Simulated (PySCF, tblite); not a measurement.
# C₄H₃F₃+ (doublet): geometry, infrared bands and EPR parameters

Wanted: the infrared bands and EPR parameters of C₄H₃F₃+ (doublet) (`[CH2][CH+]C(F)=C(F)F`), by calculation.

The runs use tblite 0.8.0 and PySCF 2.14.0, with density-fitted response routines of our own; the level of theory stands in each step. All values are computed, except where a source is named. Atoms count from 0, in the outputs and in this text.

## (1) The molecule as given

10 atoms, charge 1, multiplicity 2; geometry from: force field or distance geometry start.

Bonds of the start (Å): C0–C1 1.45, C1–C2 1.42, C2–F3 1.37, C2–C4 1.35, C4–F5 1.34, C4–F6 1.36, C0–H7 1.08, C0–H8 1.08, C1–H9 1.10.

## (2) Relaxing the molecule with GFN2-xTB

What the job is given:

```
{"job": {"kind": "relax", "xc": "GFN2-xTB", "basis": "xTB"}, "charge": 1, "multiplicity": 2}
C      1.924900    -0.248100    -0.197700
C      0.556000    -0.346800     0.260600
C     -0.579900     0.339300    -0.254200
F     -0.369700     1.186200    -1.306700
C     -1.835700     0.210700     0.218000
F     -2.104500    -0.612100     1.245600
F     -2.841000     0.913000    -0.361000
H      2.164100     0.412700    -1.023300
H      2.704300    -0.823100     0.284000
H      0.390600    -1.027300     1.112000
```

Command:

```
$ OMP_NUM_THREADS=1 python probes_run.py task.json out
```

One launch serves the whole session: the jobs run in the order shown.

**Question.** This job is followed by: GFN2-xTB harmonic vibrations, gas phase; UKS B3LYP, pcH-1 on C F H, non-relativistic, mean-field spin-orbit, GIAO. Predict these results of the whole session: strongest single infrared mode (GFN2-xTB); zero-point energy (GFN2-xTB); g(iso) (B3LYP); ⟨S²⟩; largest a(iso) (averaged by class).

**Answer**, as computed:

```
                                 quantity                  value
strongest single infrared mode (GFN2-xTB)  1486 cm⁻¹, 428 km/mol
             zero-point energy (GFN2-xTB)          36.7 kcal/mol
                           g(iso) (B3LYP)                2.00399
                                     ⟨S²⟩     0.764 (exact 0.75)
       largest a(iso) (averaged by class)    19F on F6, 75.9 MHz
```

**Reading.** Relaxing lowered the energy by 0.536 eV in 29 steps; the close pair that moved most is C0–C1, from 1.447 to 1.365 Å. All 24 modes are real, so the xTB geometry is a minimum. The strongest single mode, at 1486 cm⁻¹, has its largest shares on C4, C1 and C0 (the list is cut at 3 atoms). GFN2-xTB is a fitted tight-binding method: band positions and strengths are rough. Its intensities can rank the bands wrongly. The largest spin populations lie on C0 (0.43 e), C4 (0.32 e). The isotropic g lies 1.7 ppt above the free-electron value.
